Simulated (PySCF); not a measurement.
# Al2BrF2H3: the cost of one run

Programs: PySCF 2.14.0, with density-fitted response routines of our own. Each step states its level of theory. These are calculated values for one molecule in the gas phase, unless marked as measured. Atoms count from 0, in the outputs and in this text.

### 1 The starting structure

8 atoms, charge 0, multiplicity 1; geometry from: PBE0-D3(BJ)/def2-SVP.

Bonds of the start (Å): Br0–Al1 2.24, Al1–F2 1.83, F2–Al3 1.86, Al3–F4 1.86, F4–Al1 1.83, Al1–H5 1.56, Al3–H6 1.57, Al3–H7 1.57.

### 2 Nuclear shieldings: PBE0/pcSseg-2

The job: settings as JSON, then the geometry in Å.

```
{"job": {"kind": "nmr", "xc": "PBE0", "basis": "pcSseg-2", "pop": false}, "charge": 0, "multiplicity": 1}
Br     2.940345     0.477024     0.370177
Al     0.852535     1.050808    -0.222069
F     -0.306235     0.432750     1.049147
Al    -1.027164    -1.029373     0.162757
F      0.097680    -0.339368    -1.141120
H      0.425508     2.444753    -0.788206
H     -0.409730    -2.355494     0.742429
H     -2.517386    -0.701918    -0.225899
```

Method: GIAO PBE0/pcSseg-2 NMR shielding, non-relativistic, gas phase.

The run is started by

```
$ OMP_NUM_THREADS=1 python probes_run.py task.json out
```

One launch serves the whole session: the jobs run in the order shown.

**Question.** How long does this first job take on 1 thread of Arm Neoverse V2, shared host, and how much memory does it need?

About 32 s, with a peak of 1.1 GiB.
